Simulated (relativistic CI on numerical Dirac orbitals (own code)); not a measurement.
**Ions with 58 electrons, Yb¹²⁺ to Ta¹⁵⁺: levels along an isoelectronic sequence**

How do the lowest levels of 58-electron ions move as Z rises from 70 to 73? Each ion is run with the same configurations.

The numbers are computed with relativistic CI on numerical Dirac orbitals (own code) version 3 (Dirac-Coulomb-Breit CI, KLI orbitals optimised for each configuration, model QED (radiative potential, 1s self-energy scaled to tabulated hydrogen-like ionisation energies), valence Slater integrals scaled by 0.9, P86 correlation energy added to each configuration), except any that are marked as measured or tabulated.

### Step 1. What is computed

```
electrons      : 58
ions           : Yb¹²⁺, Lu¹³⁺, Hf¹⁴⁺, Ta¹⁵⁺
configurations : [Kr] 4d10 4f10 5s2; [Kr] 4d10 4f12; [Xe] 4f4; [Kr] 4d10 4f11 5s; [Kr] 4d10 4f11 6s; [Kr] 4d9 4f12 5s; [Ar] 3d10 4s2 4p5 4d10 4f12 5s
```

### Step 2. Yb¹²⁺ (Z = 70)

Input settings:

```ini
atom Yb  Z=70  charge=12  electrons=58
nucleus A=174  rms_radius_fm=5.3108
hamiltonian dirac-coulomb  breit=on  qed=on  c_scale=1
orbitals kli  potential=per-configuration
slater_scale 0.9
correlation p86
mixing on
configurations
  [Kr] 4d10 4f10 5s2
  [Kr] 4d10 4f12
  [Xe] 4f4
  [Kr] 4d10 4f11 5s
  [Kr] 4d10 4f11 6s
  [Kr] 4d9 4f12 5s
  [Ar] 3d10 4s2 4p5 4d10 4f12 5s
end
```

Launch:

```console
python run_levels.py task.json out
```

The settings of every run stand in task.json; they run in order.

From the run's result record (rounded, not every field):

```text
status: converged
levels [i, E_cm, J2, conf, term, w_term, jj, w_jj, g, tau_s]:
  - [0, 0, 16, "4p6 4d10 4f10 5s2", "5I", 0.9138, "4f7/2^4", 0.6166, 1.237, "-"]
  - [1, 8403.5119, 14, "4p6 4d10 4f10 5s2", "5I", 0.9617, "4f5/2^5 4f7/2^5", 0.7803, 1.171, 0.03838]
  - [2, 13998.754, 12, "4p6 4d10 4f10 5s2", "5I", 0.9313, "4f5/2^4 4f7/2^6", 0.5841, 1.073, 0.07926]
  - [3, 17937.199, 10, "4p6 4d10 4f10 5s2", "5I", 0.8557, "4f5/2^4 4f7/2^6", 0.3478, 0.9233, 0.2038]
  - [4, 21256.431, 8, "4p6 4d10 4f10 5s2", "5I", 0.8604, "4f5/2^4 4f7/2^6", 0.3753, 0.6292, 0.4104]
  - [5, 24552.004, 10, "4p6 4d10 4f10 5s2", "5F", 0.7003, "4f7/2^4", 0.4725, 1.324, 0.2028]
  - [6, 28424.616, 4, "4p6 4d10 4f10 5s2", "5S", 0.5084, "4f7/2^4", 0.601, 1.625, "-"]
  - [7, 29097.423, 16, "4p6 4d10 4f10 5s2", "3K", 0.6851, "4f5/2^5 4f7/2^5", 0.4008, 1.103, 0.0136]
  - [8, 29970.418, 8, "4p6 4d10 4f10 5s2", "5F", 0.8885, "4f5/2^5 4f7/2^5", 0.4636, 1.33, 0.1902]
  - [9, 33204.286, 6, "4p6 4d10 4f10 5s2", "5F", 0.8619, "4f5/2^5 4f7/2^5", 0.6994, 1.244, 0.3399]
  - [10, 33208.75, 4, "4p6 4d10 4f10 5s2", "5F", 0.4276, "4f5/2^5 4f7/2^5", 0.437, 1.316, 0.3731]
  - [11, 34740.026, 12, "4p6 4d10 4f10 5s2", "5G", 0.5625, "4f7/2^4", 0.4429, 1.254, 0.01953]
  - [12, 35392.546, 2, "4p6 4d10 4f10 5s2", "5F", 0.7041, "4f5/2^5 4f7/2^5", 0.7171, 0.1781, 0.1614]
  - [13, 36683.519, 10, "4p6 4d10 4f10 5s2", "3G", 0.3771, "4f5/2^5 4f7/2^5", 0.4594, 1.223, 0.02485]
  - [14, 36906.837, 14, "4p6 4d10 4f10 5s2", "3K", 0.8195, "4f5/2^5 4f7/2^5", 0.532, 1.011, 0.01738]
  - [15, 39954.104, 8, "4p6 4d10 4f10 5s2", "3G", 0.4414, "4f5/2^5 4f7/2^5", 0.551, 1.095, 0.03722]
  - [16, 40114.272, 18, "4p6 4d10 4f10 5s2", "3L", 0.8965, "4f5/2^5 4f7/2^5", 0.9672, 1.099, 0.149]
  - [17, 41296.555, 12, "4p6 4d10 4f10 5s2", "3H", 0.533, "4f5/2^5 4f7/2^5", 0.6122, 1.215, 0.01355]
  - [18, 43099.81, 12, "4p6 4d10 4f10 5s2", "3K", 0.8691, "4f5/2^4 4f7/2^6", 0.4669, 0.884, 0.04154]
  - [19, 43161.941, 4, "4p6 4d10 4f10 5s2", "5F", 0.3787, "4f5/2^4 4f7/2^6", 0.5142, 1.027, 0.02387]
  - "... 20 more rows left out ..."
lines, the strongest and those to the lowest levels [upper, lower, type, S_au, A_per_s, branching]:
  - [1, 0, "M1", 24.42, 26.06, 1]
  - [2, 1, "M1", 34.72, 12.62, 1]
  - [3, 2, "M1", 32.75, 4.907, 1]
  - [5, 2, "M1", 1.332, 3.838, 0.7785]
  - [7, 0, "M1", 1.674, 65.45, 0.8903]
  - [7, 1, "M1", 0.5732, 8.059, 0.1096]
  - [11, 1, "M1", 1.196, 45.32, 0.8851]
  - [11, 2, "M1", 0.2381, 4.408, 0.08609]
  - [13, 2, "M1", 0.7465, 21.37, 0.531]
  - [14, 1, "M1", 0.7111, 29.61, 0.5145]
n_levels_all: 743
total_energy [Ha]: -14003.842645
configurations [conf, odd, states, E_av_cm, breit_Ha, qed_Ha, corr_Ha]:
  - ["4p6 4d10 4f10 5s2", 0, 1001, 72528.3, 14.12, 9.555, -4.096]
  - ["4p6 4d10 4f12", 0, 91, 471189, 14.1, 9.54, -4.139]
  - ["4p6 4d10 4f4 5s2 5p6", 0, 1001, 1.55519e+06, 14.2, 9.565, -4.008]
  - ["4p6 4d10 4f11 5s", 1, 728, 251999, 14.11, 9.548, -4.116]
  - ["4p6 4d10 4f11 6s", 1, 728, 1.20468e+06, 14.1, 9.543, -4.1]
  - ["4p6 4d9 4f12 5s", 0, 1820, 1.80071e+06, 14.1, 9.548, -4.112]
  - ["4p5 4d10 4f12 5s", 1, 1092, 3.20624e+06, 14.07, 9.545, -4.109]
```

Wall time 0.89 s (1 thread, shared host).

### Step 3. Lu¹³⁺ (Z = 71)

The settings differ from step 2 so:

```diff
@@ -1,3 +1,3 @@
-atom Yb  Z=70  charge=12  electrons=58
-nucleus A=174  rms_radius_fm=5.3108
+atom Lu  Z=71  charge=13  electrons=58
+nucleus A=175  rms_radius_fm=5.3700
 hamiltonian dirac-coulomb  breit=on  qed=on  c_scale=1
```

Result record:

```text
status: converged
levels [i, E_cm, J2, conf, term, w_term, jj, w_jj, g, tau_s]:
  - [0, 0, 16, "4p6 4d10 4f10 5s2", "5I", 0.9013, "4f7/2^4", 0.6369, 1.236, "-"]
  - [1, 9776.4278, 14, "4p6 4d10 4f10 5s2", "5I", 0.9562, "4f5/2^5 4f7/2^5", 0.7913, 1.17, 0.02453]
  - [2, 16059.234, 12, "4p6 4d10 4f10 5s2", "5I", 0.9141, "4f5/2^4 4f7/2^6", 0.5596, 1.074, 0.05712]
  - [3, 20286.515, 10, "4p6 4d10 4f10 5s2", "5I", 0.7906, "4f5/2^4 4f7/2^6", 0.3242, 0.9406, 0.1769]
  - [4, 24147.507, 8, "4p6 4d10 4f10 5s2", "5I", 0.8311, "4f5/2^4 4f7/2^6", 0.3675, 0.6366, 0.2761]
  - [5, 26126.177, 10, "4p6 4d10 4f10 5s2", "5F", 0.6528, "4f7/2^4", 0.4429, 1.303, 0.116]
  - [6, 30029.196, 4, "4p6 4d10 4f10 5s2", "5S", 0.433, "4f7/2^4", 0.6713, 1.559, "-"]
  - [7, 31132.061, 16, "4p6 4d10 4f10 5s2", "3K", 0.6541, "4f5/2^5 4f7/2^5", 0.4338, 1.102, 0.009782]
  - [8, 32290.528, 8, "4p6 4d10 4f10 5s2", "5F", 0.8711, "4f5/2^5 4f7/2^5", 0.4612, 1.328, 0.1257]
  - [9, 35796.051, 4, "4p6 4d10 4f10 5s2", "5F", 0.3623, "4f5/2^5 4f7/2^5", 0.49, 1.375, 0.2005]
  - [10, 36024.86, 6, "4p6 4d10 4f10 5s2", "5F", 0.8424, "4f5/2^5 4f7/2^5", 0.7228, 1.243, 0.1976]
  - [11, 36940.014, 12, "4p6 4d10 4f10 5s2", "5G", 0.5797, "4f7/2^4", 0.4435, 1.255, 0.01405]
  - [12, 38321.63, 2, "4p6 4d10 4f10 5s2", "5F", 0.668, "4f5/2^5 4f7/2^5", 0.752, 0.2045, 0.08532]
  - [13, 39422.035, 10, "4p6 4d10 4f10 5s2", "3G", 0.3496, "4f5/2^5 4f7/2^5", 0.4837, 1.23, 0.01836]
  - "... 26 more rows left out ..."
n_levels_all: 743
total_energy [Ha]: -14497.827339
configurations [conf, odd, states, E_av_cm, breit_Ha, qed_Ha, corr_Ha]:
  - ["4p6 4d10 4f10 5s2", 0, 1001, 77724.8, 14.83, 10.05, -4.122]
  - ["4p6 4d10 4f12", 0, 91, 382420, 14.81, 10.04, -4.17]
  - ["4p6 4d10 4f4 5s2 5p6", 0, 1001, 2.04524e+06, 14.92, 10.07, -4.03]
  - ["4p6 4d10 4f11 5s", 1, 728, 208446, 14.82, 10.05, -4.144]
  - ["4p6 4d10 4f11 6s", 1, 728, 1.25243e+06, 14.82, 10.04, -4.129]
  - ["4p6 4d9 4f12 5s", 0, 1820, 1.81925e+06, 14.81, 10.05, -4.14]
  - ["4p5 4d10 4f12 5s", 1, 1092, 3.27888e+06, 14.78, 10.04, -4.137]
```

Wall time 0.89 s (1 thread, shared host).

### Step 4. Hf¹⁴⁺ (Z = 72)

The settings differ from step 3 so:

```diff
@@ -1,3 +1,3 @@
-atom Lu  Z=71  charge=13  electrons=58
-nucleus A=175  rms_radius_fm=5.3700
+atom Hf  Z=72  charge=14  electrons=58
+nucleus A=180  rms_radius_fm=5.3470
 hamiltonian dirac-coulomb  breit=on  qed=on  c_scale=1
```

Result record:

```text
status: converged
levels [i, E_cm, J2, conf, term, w_term, jj, w_jj, g, tau_s]:
  - [0, 0, 16, "4p6 4d10 4f10 5s2", "5I", 0.8881, "4f7/2^4", 0.657, 1.234, "-"]
  - [1, 11288.151, 14, "4p6 4d10 4f10 5s2", "5I", 0.9502, "4f5/2^5 4f7/2^5", 0.8021, 1.169, 0.01605]
  - [2, 18256.301, 12, "4p6 4d10 4f10 5s2", "5I", 0.893, "4f5/2^4 4f7/2^6", 0.5318, 1.075, 0.04293]
  - [3, 22590.559, 10, "4p6 4d10 4f10 5s2", "5I", 0.6827, "4f7/2^4", 0.3133, 0.9746, 0.1877]
  - [4, 27185.17, 8, "4p6 4d10 4f10 5s2", "5I", 0.7974, "4f5/2^4 4f7/2^6", 0.3564, 0.6456, 0.1826]
  - [5, 27878.706, 10, "4p6 4d10 4f10 5s2", "5F", 0.588, "4f5/2^5 4f7/2^5", 0.4603, 1.265, 0.06723]
  - [6, 31533.64, 4, "4p6 4d10 4f10 5s2", "5S", 0.3682, "4f7/2^4", 0.7309, 1.501, "-"]
  - [7, 33238.396, 16, "4p6 4d10 4f10 5s2", "3K", 0.6234, "4f5/2^5 4f7/2^5", 0.4662, 1.1, 0.007146]
  - [8, 34658.5, 8, "4p6 4d10 4f10 5s2", "5F", 0.8514, "4f5/2^5 4f7/2^5", 0.4559, 1.326, 0.08592]
  - [9, 38483.387, 4, "4p6 4d10 4f10 5s2", "5S", 0.411, "4f5/2^5 4f7/2^5", 0.5363, 1.426, 0.1132]
  - [10, 38958.028, 6, "4p6 4d10 4f10 5s2", "5F", 0.8221, "4f5/2^5 4f7/2^5", 0.7454, 1.243, 0.1156]
  - [11, 39191.668, 12, "4p6 4d10 4f10 5s2", "5G", 0.5941, "4f7/2^4", 0.4413, 1.256, 0.01023]
  - [12, 41340.188, 2, "4p6 4d10 4f10 5s2", "5F", 0.6331, "4f5/2^5 4f7/2^5", 0.7836, 0.2308, 0.04769]
  - [13, 42310.968, 10, "4p6 4d10 4f10 5s2", "3G", 0.3232, "4f5/2^5 4f7/2^5", 0.5076, 1.236, 0.01375]
  - "... 26 more rows left out ..."
n_levels_all: 743
total_energy [Ha]: -15002.061933
configurations [conf, odd, states, E_av_cm, breit_Ha, qed_Ha, corr_Ha]:
  - ["4p6 4d10 4f10 5s2", 0, 1001, 83081.6, 15.58, 10.57, -4.147]
  - ["4p6 4d10 4f12", 0, 91, 284285, 15.55, 10.56, -4.199]
  - ["4p6 4d10 4f4 5s2 5p6", 0, 1001, 2.5659e+06, 15.67, 10.59, -4.052]
  - ["4p6 4d10 4f11 5s", 1, 728, 160339, 15.57, 10.56, -4.171]
  - ["4p6 4d10 4f11 6s", 1, 728, 1.29933e+06, 15.56, 10.56, -4.158]
  - ["4p6 4d9 4f12 5s", 0, 1820, 1.83325e+06, 15.55, 10.57, -4.167]
  - ["4p5 4d10 4f12 5s", 1, 1092, 3.34851e+06, 15.52, 10.56, -4.164]
```

Wall time 0.87 s (1 thread, shared host).

### Step 5. Ta¹⁵⁺ (Z = 73)

The settings differ from step 4 so:

```diff
@@ -1,3 +1,3 @@
-atom Hf  Z=72  charge=14  electrons=58
-nucleus A=180  rms_radius_fm=5.3470
+atom Ta  Z=73  charge=15  electrons=58
+nucleus A=181  rms_radius_fm=5.3507
 hamiltonian dirac-coulomb  breit=on  qed=on  c_scale=1
```

Result record:

```text
status: converged
levels [i, E_cm, J2, conf, term, w_term, jj, w_jj, g, tau_s]:
  - [0, 0, 16, "4p6 4d10 4f10 5s2", "5I", 0.8742, "4f7/2^4", 0.6768, 1.232, "-"]
  - [1, 12947.817, 14, "4p6 4d10 4f10 5s2", "5I", 0.944, "4f5/2^5 4f7/2^5", 0.8126, 1.168, 0.01071]
  - [2, 20575.431, 12, "4p6 4d10 4f10 5s2", "5I", 0.8669, "4f5/2^4 4f7/2^6", 0.5, 1.077, 0.03376]
  - [3, 24695.094, 10, "4p6 4d10 4f10 5s2", "5I", 0.5277, "4f7/2^4", 0.4583, 1.03, 0.2776]
  - [4, 29961.818, 10, "4p6 4d10 4f10 5s2", "5F", 0.4986, "4f5/2^5 4f7/2^5", 0.506, 1.208, 0.04057]
  - [5, 30347.351, 8, "4p6 4d10 4f10 5s2", "5I", 0.7587, "4f5/2^5 4f7/2^5", 0.3524, 0.6566, 0.119]
  - [6, 32945.051, 4, "4p6 4d10 4f10 5s2", "5S", 0.3147, "4f7/2^4", 0.7793, 1.452, "-"]
  - [7, 35431.97, 16, "4p6 4d10 4f10 5s2", "3K", 0.5933, "4f5/2^5 4f7/2^5", 0.4979, 1.099, 0.005289]
  - [8, 37060.493, 8, "4p6 4d10 4f10 5s2", "5F", 0.8284, "4f5/2^5 4f7/2^5", 0.448, 1.323, 0.06063]
  - [9, 38838.814, 16, "4p6 4d10 4f11 5s", "5I*", 0.9619, "4f7/2^5 5s", 0.7839, 1.244, 178.9]
  - [10, 41282.936, 4, "4p6 4d10 4f10 5s2", "5S", 0.4489, "4f5/2^5 4f7/2^5", 0.5754, 1.467, 0.06689]
  - [11, 41486.23, 12, "4p6 4d10 4f10 5s2", "5G", 0.6032, "4f7/2^4", 0.4357, 1.256, 0.007495]
  - [12, 42011.08, 6, "4p6 4d10 4f10 5s2", "5F", 0.8013, "4f5/2^5 4f7/2^5", 0.7669, 1.242, 0.06858]
  - [13, 44459.324, 2, "4p6 4d10 4f10 5s2", "5F", 0.5998, "4f5/2^5 4f7/2^5", 0.8118, 0.2568, 0.02798]
  - "... 26 more rows left out ..."
n_levels_all: 743
total_energy [Ha]: -15516.576214
configurations [conf, odd, states, E_av_cm, breit_Ha, qed_Ha, corr_Ha]:
  - ["4p6 4d10 4f10 5s2", 0, 1001, 88623.9, 16.35, 11.11, -4.172]
  - ["4p6 4d10 4f12", 0, 91, 177258, 16.32, 11.09, -4.228]
  - ["4p6 4d10 4f4 5s2 5p6", 0, 1001, 3.11634e+06, 16.44, 11.13, -4.073]
  - ["4p6 4d10 4f11 5s", 1, 728, 107924, 16.34, 11.1, -4.197]
  - ["4p6 4d10 4f11 6s", 1, 728, 1.34559e+06, 16.33, 11.1, -4.185]
  - ["4p6 4d9 4f12 5s", 0, 1820, 1.84297e+06, 16.32, 11.11, -4.193]
  - ["4p5 4d10 4f12 5s", 1, 1092, 3.41538e+06, 16.29, 11.1, -4.19]
```

Wall time 1 s (1 thread, shared host).

### Step 6. The sequence in one table

| ion | lowest level | LS (%) | jj (%) | excitation 1 (cm⁻¹) | excitation 2 (cm⁻¹) | excitation 3 (cm⁻¹) |
| --- | --- | --- | --- | --- | --- | --- |
| Yb¹²⁺ | 4f10 5s2 5I8 | 91 | 62 | 8403.5 | 13998.8 | 17937.2 |
| Lu¹³⁺ | 4f10 5s2 5I8 | 90 | 64 | 9776.4 | 16059.2 | 20287 |
| Hf¹⁴⁺ | 4f10 5s2 5I8 | 89 | 66 | 11288.2 | 18256.3 | 22591 |
| Ta¹⁵⁺ | 4f10 5s2 5I8 | 87 | 68 | 12947.8 | 20575 | 24695 |

Levels followed by label (cm⁻¹):

| Z | 4f10 5s2 5I8 | 4f10 5s2 5I7 | 4f10 5s2 5I6 | 4f10 5s2 5I4 | 4f10 5s2 3K8 | 4f10 5s2 5F4 |
| --- | --- | --- | --- | --- | --- | --- |
| 70 | 0.0 | 8403.5 | 13998.8 | 21256 | 29097 | 29970 |
| 71 | 0.0 | 9776.4 | 16059.2 | 24148 | 31132 | 32291 |
| 72 | 0.0 | 11288.2 | 18256.3 | 27185 | 33238 | 34658 |
| 73 | 0.0 | 12947.8 | 20575 | 30347 | 35432 | 37060 |

### Step 7. What came out

| quantity | value |
| --- | --- |
| lowest level, first ion | 4f10 5s2 5I8 |
| lowest level, last ion | 4f10 5s2 5I8 |
| changes of the lowest level | none |
| interval 5I7 to 5I8 | 8404 to 12950 cm⁻¹ |
| mean jj purity of the low levels | 52 to 57 % |

**Reading.** The lowest level stays 4f10 5s2 5I8 throughout. The fine-structure interval of 4f10 5s2 5I grows as about Z to the power 10.3 over this range, steeper than the fourth power of a bare nucleus, since the screened charge grows faster than Z and higher orders in (Zα)² add to it. The low levels move towards jj coupling (LS purity 80 to 67 %). Only the listed configurations are in the model, so lower levels can be missing. For Hf¹⁴⁺ NIST tabulates another ground level. For Ta¹⁵⁺ NIST tabulates another ground level.
